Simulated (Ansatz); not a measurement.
Input of an Ansatz 0.2.0 run:

Contents of input.yaml:

```yaml
crystal:
  lattice:
    - [-1.38636625, 1.98220299, 4.153262805]
    - [1.38636625, -1.98220299, 4.153262805]
    - [1.38636625, 1.98220299, -4.153262805]
  atoms:
    - { symbol: Pt, position: [0.3367753, 0.3367753, 0.0] }
    - { symbol: Pt, position: [0.6632247, 0.6632247, 0.0] }
    - { symbol: W, position: [0.0, 0.0, 0.0] }
hamiltonian:
  xc: pbesol
  pseudopotentials: { kind: paw }
kpoints:
  mp_grid: { grid: [12, 12, 12] }
scf:
  occupations: { method: fermi_dirac, width: 0.05 }
output:
  forces: true
  stress: true
  eigenvalues: true
  write_density: true
  write_potential: true
  elf: true
  volumetric_format: npy
relax:
  f_tol: 0.01
  max_steps: 40
  cell: { stress_tol: 0.05 }
```

Potentials or basis: Ansatz PAW.

Launch:

```console
$ ansatz run input.yaml --threads 2 --pin off --max-ram 5632MiB --backend cpu --events-out ev --progress --plain --runs-dir out
```

(1) Estimate the relaxed cell.

(2) Predict the space group after relaxing (to 0.05 Å).

(3) Predict the band gap on the k mesh.

Answers

(1) a = 4.780 Å, b = 4.780 Å, c = 4.780 Å, α = 146.37°, β = 131.46°, γ = 60.35°.

(2) Immm (No. 71).

(3) none (metal or under the smearing width).
